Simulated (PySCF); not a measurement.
# H2SYb (Yb(H2S)3+): the cost of one run

Computed with PySCF 2.14.0. Level: several levels, as the steps say, no spin–orbit coupling.

4 further runs of the same task are left out: 1 for a known fault of the program, 2 that didn't finish, 1 set aside as unsound or not needed.

## 1. The system as given

4 atoms, charge 3, spin multiplicity 1.

Bond lengths: Yb1–S2 2.713 Å, S2–H3 1.387 Å, S2–H4 1.387 Å. Angles: Yb1–S2–H3 110.2°, Yb1–S2–H4 110.2°, H3–S2–H4 99.1°.

Coordinates:

```xyz
4
charge 3, multiplicity 1
Yb    0.0000    0.0175   -0.3685
S     0.0000   -0.0186    2.3438
H     1.0554    0.7360    2.8334
H    -1.0554    0.7360    2.8334
```

Formal oxidation states: Yb +3. Each metal's 13 4f electrons lie in its core potential, so multiplicities, spins and levels count the valence alone. An earlier session relaxed this geometry at TPSS, Yb lcecp-1-SVP with ECP59, S def2-SVP, H def2-SVP (singlet, point group Cs).

At TPSS on the finer grid: E = -437.320419 Eh, HOMO -23.66 eV, LUMO -21.02 eV, Mulliken charge on Yb1 +2.31 e, largest force component 0.002 eV/Å. 

Levels to run: wB97X; B3LYP; PBE; HF; TPSS, TZVP. Hardware: 2 threads of Arm Neoverse V2, shared host.

## 2. wB97X

The input, run.py (the lines that set the calculation):

```python
mol = gto.M(atom='''
Yb     0.00000     0.01747    -0.36853
S      0.00000    -0.01859     2.34378
H      1.05537     0.73602     2.83340
H     -1.05537     0.73602     2.83340''',
    basis={'Yb': 'lcecp-1-SVP', 'S': 'def2-SVP', 'H': 'def2-SVP'},
    ecp={'Yb': 'lcecp-1-SVP'},
    charge=3, spin=0)
mf = dft.RKS(mol, xc='WB97X')
mf.grids.atom_grid = (75, 302)  # f atoms: unpruned, at least (60, 302)
mf = mf.density_fit()  # fitting sets: Yb AutoAux, S def2-universal-JKFIT, H def2-universal-JKFIT
mf.conv_tol = 1e-08; mf.max_cycle = 55
mf.kernel(dm0)  # dm0: the density of the relaxed state
```

On the command line:

```console
OMP_NUM_THREADS=2 python run.py
```

**Question.** How long does this run take on 2 threads of Arm Neoverse V2, shared host?

About 1.8 s.
